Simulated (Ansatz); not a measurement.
# AlF3H2S: basis-set convergence

The task here is to estimate one member of a computed series from the others.

Method: one geometry, several basis sets; program: Ansatz 0.2.0, Gaussian basis.

Levels to be run: PBE0-D4/def2-SVP; ωB97M-V/def2-SVP; PBE0-D4/def2-QZVPP; ωB97M-V/def2-QZVPP; the functionals' def2-TZVPP values are taken from earlier runs.

### The relaxed structure

The geometry comes from an earlier relaxation with PBE0-D4 in a triple-zeta def2 set; it is a stationary point, not always the lowest conformer.

SMILES `[F][Al-]([F])([F])[SH2+]`, 7 atoms, charge 0, spin multiplicity 1.

Atoms are counted from 1 here; the program's logs count them from 0.

Bond lengths: F1–Al2 1.651 Å, Al2–F3 1.648 Å, Al2–F4 1.648 Å, Al2–S5 2.458 Å, S5–H6 1.346 Å, S5–H7 1.346 Å. Angles: F1–Al2–F3 117.2°, F1–Al2–F4 117.2°, F1–Al2–S5 99.1°, F3–Al2–F4 118.9°, F3–Al2–S5 98.5°, F4–Al2–S5 98.5°, Al2–S5–H6 94.7°, Al2–S5–H7 94.6°, H6–S5–H7 92.8°.

Coordinates:

```tsv
atom	x (Å)	y (Å)	z (Å)
F1	-0.58285	-0.88119	1.50938
Al2	0.28069	-0.96840	0.10455
F3	-0.41249	-1.77015	-1.15791
F4	1.92410	-0.94905	0.22860
S5	-0.05202	1.33074	-0.69978
H6	0.22085	1.90299	0.48719
H7	-1.37829	1.33508	-0.47203
```

The first run:

in.yaml

```yaml
crystal:
  periodic: [false, false, false]
  atoms:
    - {symbol: F, position_ang: [-0.582849, -0.881191, 1.509384]}
    - {symbol: Al, position_ang: [0.280694, -0.968403, 0.104552]}
    - {symbol: F, position_ang: [-0.412488, -1.770148, -1.157914]}
    - {symbol: F, position_ang: [1.924101, -0.949045, 0.228604]}
    - {symbol: S, position_ang: [-0.052020, 1.330736, -0.699782]}
    - {symbol: H, position_ang: [0.220854, 1.902988, 0.487186]}
    - {symbol: H, position_ang: [-1.378291, 1.335083, -0.472031]}
basis:
  gaussian: {orbitals: def2-SVP}
hamiltonian: {xc: pbe0, dispersion: d4}
output: {orbitals: {seedname: orbitals}}
```

Steps of the session up to this table: PBE0-D4 in def2-SVP; ωB97M-V in def2-SVP; PBE0-D4 in def2-QZVPP; ωB97M-V in def2-QZVPP.

One table of the session follows, with a row left open; its other results are not shown here.

It belongs to the step «Functionals by basis». 

| functional | basis | HOMO (eV) |
| --- | --- | --- |
| PBE0-D4 | def2-SVP | -9.93 |
| PBE0-D4 | def2-TZVPP | ? |
| PBE0-D4 | def2-QZVPP | -10.06 |
| ωB97M-V | def2-SVP | -12.15 |
| ωB97M-V | def2-TZVPP | -12.25 |
| ωB97M-V | def2-QZVPP | -12.29 |

**Question.** Estimate the row for PBE0-D4, def2-TZVPP.

**Answer.** HOMO (eV): -10.03. In the column «HOMO (eV)» it lies between PBE0-D4, def2-QZVPP (-10.06) and PBE0-D4, def2-SVP (-9.93).
